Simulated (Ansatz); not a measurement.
# MgSc2O3: the cost of one run

Method: DFT PBE, scalar-relativistic, plane waves, PAW, in Ansatz 0.2.0.

2 further runs of the same task are left out: 1 that didn't finish, 1 set aside as unsound or not needed.

### Step 1. The system as given

The structure is trigonal, space group R32 (No. 155). The conventional cell has a = 5.219 Å, b = 5.219 Å, c = 9.407 Å, α = 90.00°, β = 90.00°, γ = 120.00°. Mg (site symmetry 32) is surrounded by 6 O at 2.33 Å. Sc (site symmetry 3) has 6 O at 2.34 to 2.35 Å as nearest neighbours. O (site symmetry 2) has 2 Mg at 2.33 Å and 4 Sc at 2.34 to 2.35 Å as nearest neighbours.

Structure file:

```cif
data_structure
_symmetry_space_group_name_H-M 'R32:H'
_symmetry_Int_Tables_number 155
_cell_length_a 5.2188
_cell_length_b 5.2188
_cell_length_c 9.4066
_cell_angle_alpha 90.000
_cell_angle_beta 90.000
_cell_angle_gamma 120.000
_cell_volume 221.88
loop_
_atom_site_label
_atom_site_type_symbol
_atom_site_symmetry_multiplicity
_atom_site_Wyckoff_symbol
_atom_site_fract_x
_atom_site_fract_y
_atom_site_fract_z
_atom_site_occupancy
Mg1 Mg 3 a 0.00000 0.00000 0.00000 1
Sc1 Sc 6 c 0.33333 0.66667 0.00164 1
O1 O 9 e 0.99461 0.66667 0.16667 1
```

The cell is invented: 4-, 6-connected net, the two elements on its two kinds of vertex, guests in its cages (R32, No. 155). The dimensions are guesses.

### Step 2. The guess as it stands, on a coarse mesh

File input.yaml:

```yaml
crystal:
  lattice:
    - [2.60941571, 1.50654686, 3.13554893]
    - [-2.60941571, 1.50654686, 3.13554893]
    - [0.0, -3.01309372, 3.13554893]
  atoms:
    - { symbol: Mg, position: [0.0, 0.0, 0.0] }
    - { symbol: Sc, position: [0.334977, 0.334977, 0.334977] }
    - { symbol: Sc, position: [0.665023, 0.665023, 0.665023] }
    - { symbol: O, position: [0.161273, 0.838727, 0.5] }
    - { symbol: O, position: [0.5, 0.161273, 0.838727] }
    - { symbol: O, position: [0.838727, 0.5, 0.161273] }
basis:
  ecutwfc: 420
kpoints:
  mp_grid: { grid: [6, 6, 6] }
hamiltonian:
  xc: pbe
scf:
  occupations: { method: gaussian, width: 0.1 }
  lower_state_search: "off"
output:
  forces: true
  stress: true
  eigenvalues: true
```

The run is started by

```
$ ansatz run input.yaml --threads 1 --pin off --max-ram 2560MiB --backend cpu --events-out ev --progress --plain --runs-dir out
```

Q: Estimate wall time and peak memory on 1 thread of Arm Neoverse V1, shared host.

About 7.5 s, with a peak of 0.33 GiB.
